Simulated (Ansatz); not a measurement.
A run of Ansatz 0.2.0:

File input.yaml:

```yaml
crystal:
  lattice:
    - [3.7029743866, 0.0, 0.0]
    - [-1.8514871933, 3.2068698884, 0.0]
    - [0.0, 0.0, 3.694211]
  atoms:
    - { symbol: Te, position: [0.6666666667, 0.3333333333, 0.0] }
    - { symbol: Nb, position: [0.0, 0.0, 0.5] }
hamiltonian:
  xc: lda
  pseudopotentials: { kind: paw }
kpoints:
  mp_grid: { grid: [8, 8, 7] }
  band_path:
    path:
      - [[0.0, 0.0, 0.0], [0.5, 0.0, 0.0], [0.3333333333, 0.3333333333, 0.0], [0.0, 0.0, 0.0], [0.0, 0.0, 0.5], [0.5, 0.0, 0.5], [0.3333333333, 0.3333333333, 0.5], [0.0, 0.0, 0.5]]
      - [[0.5, 0.0, 0.5], [0.5, 0.0, 0.0]]
      - [[0.3333333333, 0.3333333333, 0.0], [0.3333333333, 0.3333333333, 0.5]]
    npoints: 14
scf:
  occupations: { method: fermi_dirac, width: 0.05 }
  n_extra_bands: 6
output:
  forces: true
  stress: true
  eigenvalues: true
  fatbands: true
```

Potentials or basis: Ansatz PAW.

Launch:

```sh
$ ansatz run input.yaml --threads 2 --pin off --max-ram 5632MiB --backend cpu --events-out ev --progress --plain --runs-dir out
```

Hardware: 2 threads of Intel(R) Xeon(R) Platinum 8488C (Sapphire Rapids), with other jobs on the host.

Question: Estimate the wall time of this run.

Answer: Wall time 3.7 s on 2 threads of Intel(R) Xeon(R) Platinum 8488C (Sapphire Rapids), on a shared host, peak memory 0.4 GiB. Counts: scf iterations 6, plane waves 865, k points 40, bands 21.
